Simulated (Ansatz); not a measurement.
**r2SCAN/cc-pVDZ run of C2F4O (trifluoroacetyl fluoride)**

Aim: the electronic atomisation energy of C2F4O (trifluoroacetyl fluoride) at r2SCAN/cc-pVDZ, from 4 runs. 

The calculation is run with Ansatz 0.2.0.

51 further runs of the same task are left out: 51 set aside as unsound or not needed.

## Step 1: The molecule

C2F4O has 7 atoms, charge 0, and is taken as a singlet. As SMILES, `O=C(F)C(F)(F)F`. The shape is that of a PBE0-D4/def2-TZVP optimisation.

Bond lengths: O1–C2 1.172 Å, C2–F3 1.326 Å, C2–C4 1.542 Å, C4–F5 1.330 Å, C4–F6 1.330 Å, C4–F7 1.318 Å. Angles: O1–C2–F3 124.0°, O1–C2–C4 126.4°, F3–C2–C4 109.5°, C2–C4–F5 109.8°, C2–C4–F6 109.8°, C2–C4–F7 110.2°, F5–C4–F6 108.7°, F5–C4–F7 109.1°, F6–C4–F7 109.1°.

## Step 2: The energy at r2SCAN/cc-pVDZ

molecule.yaml reads:

```yaml
crystal:
  periodic: [false, false, false]
  atoms:
    - {symbol: O, position_ang: [1.061180, -1.396170, 0.701140]}
    - {symbol: C, position_ang: [0.088980, -0.798110, 0.435150]}
    - {symbol: F, position_ang: [-1.136840, -1.201010, 0.739860]}
    - {symbol: C, position_ang: [0.018150, 0.551850, -0.306440]}
    - {symbol: F, position_ang: [-0.697880, 0.418270, -1.418740]}
    - {symbol: F, position_ang: [-0.564330, 1.461580, 0.468830]}
    - {symbol: F, position_ang: [1.230750, 0.963590, -0.619810]}
basis:
  gaussian: {orbitals: cc-pVDZ}
hamiltonian: {xc: r2scan}
accuracy: high
output: {orbitals: {seedname: orbitals}}
```

Launch:

```bash
ansatz run molecule.yaml --threads 1 --pin off --max-ram 3480MiB --events-out events.jsonl --progress --plain --runs-dir runs
```

The log of the run:

```text
Warning: RAYON_NUM_THREADS=1 ignored (pool sized by the plan → 1); use --threads N
Functional definition: r2SCAN
  name "r2SCAN"
  parameter k0 = 0.174
  parameter k1 = 0.065
  parameter a1 = 4.9479
  exchange = r2scan_x(k0 = k0, k1 = k1, a1 = a1)
  correlation = r2scan_c
2166 factors; integrals over basis functions are off by at most 2.9e-9 eV
mean field evaluation 1: about -14978.3075 eV, gradient 5.3e1 eV
mean field evaluation 2: about -14959.2571 eV, gradient 1.1e2 eV
mean field evaluation 4: about -14982.5987 eV, gradient 7.0e0 eV
mean field evaluation 8: about -14982.6890 eV, gradient 6.0e-1 eV
mean field evaluation 16: about -14982.6896 eV, gradient 7.1e-5 eV
mean field -14982.68958422 eV, -550.6036865882 hartree, gradient 1.7e-8 eV, S^2 0.000000; 0 other end points of the search recorded, 0 dependent functions left out
reference -14982.68958449 eV, -550.6036865984 hartree; 28, 28 occupied and 70, 70 virtual orbitals, 2166 factors
Total energy: -14982.68958449 eV, -550.6036865984 hartree
```

It took 14 s on 1 thread of Arm Neoverse V2, shared host; peak memory 0.32 GiB.

## Step 3: The C atom, same level

input.yaml reads:

```yaml
crystal:
  periodic: [false, false, false]
  atoms:
    - {symbol: C, position_ang: [0.000000, 0.000000, 0.000000]}
basis:
  gaussian:
    orbitals: cc-pVDZ
magnetization:
  spin_polarized: true
  initial_magnetization: 2
hamiltonian:
  xc: r2scan
accuracy: high
```

Launch:

```bash
ansatz run input.yaml --threads 1 --pin off --max-ram 3480MiB --events-out events.jsonl --progress --plain --runs-dir runs
```

The log of the run, cut to the lines that bear on the results:

```text
Warning: RAYON_NUM_THREADS=1 ignored (pool sized by the plan → 1); use --threads N
[... 7 set-up lines as earlier in the session ...]
96 factors; integrals over basis functions are off by at most 1.3e-9 eV
mean field evaluation 1: about -1029.1950 eV, gradient 4.1e0 eV
mean field evaluation 2: about -1029.2933 eV, gradient 1.3e0 eV
mean field evaluation 4: about -1029.3045 eV, gradient 3.4e-1 eV
mean field evaluation 8: about -1029.3053 eV, gradient 6.3e-5 eV
mean field evaluation 16: about -1029.3043 eV, gradient 1.3e-1 eV
mean field -1029.30529721 eV, -37.8262719844 hartree, gradient 9.3e-9 eV, S^2 2.004549; 1 other end points of the search recorded, 0 dependent functions left out
reference -1029.30529789 eV, -37.8262720094 hartree; 4, 2 occupied and 10, 12 virtual orbitals, 96 factors
Total energy: -1029.30529789 eV, -37.8262720094 hartree
```

It took 1 s on 1 thread of Arm Neoverse V2, shared host.

## Step 4: The F atom

molecule.yaml reads:

```yaml
crystal:
  periodic: [false, false, false]
  atoms:
    - {symbol: F, position_ang: [0.000000, 0.000000, 0.000000]}
basis:
  gaussian: {orbitals: cc-pVDZ}
accuracy: high
hamiltonian: {xc: r2scan}
magnetization: {spin_polarized: true, initial_magnetization: 1}
```

Run the same way, it converges to -99.68613 Eh (log not shown).

## Step 5: The O atom

run.yaml reads:

```yaml
crystal:
  periodic: [false, false, false]
  atoms:
    - {symbol: O, position_ang: [0.000000, 0.000000, 0.000000]}
basis:
  gaussian: {orbitals: cc-pVDZ}
magnetization: {spin_polarized: true, initial_magnetization: 2}
hamiltonian: {xc: {name: r2SCAN}}
accuracy: high
```

Run the same way, it converges to -75.03225 Eh (log not shown).

## Step 6: What came out

Level: r2SCAN/cc-pVDZ.

| quantity | value |
| --- | --- |
| molecule: total energy | -550.60369 Eh |
| molecule: HOMO energy | -8.34 eV |
| molecule: LUMO energy | -2.38 eV |
| molecule: HOMO–LUMO gap | 5.96 eV |
| C atom: total energy | -37.82627 Eh |
| C atom: ⟨S²⟩ | 2.005 |
| F atom: total energy | -99.68613 Eh |
| F atom: ⟨S²⟩ | 0.751 |
| O atom: total energy | -75.03225 Eh |
| O atom: ⟨S²⟩ | 2.003 |
| electronic atomisation energy | 31.956 eV |

What this shows: Taking the molecule apart into free atoms costs 31.96 eV (737 kcal/mol), before zero-point energy and without spin-orbit coupling.
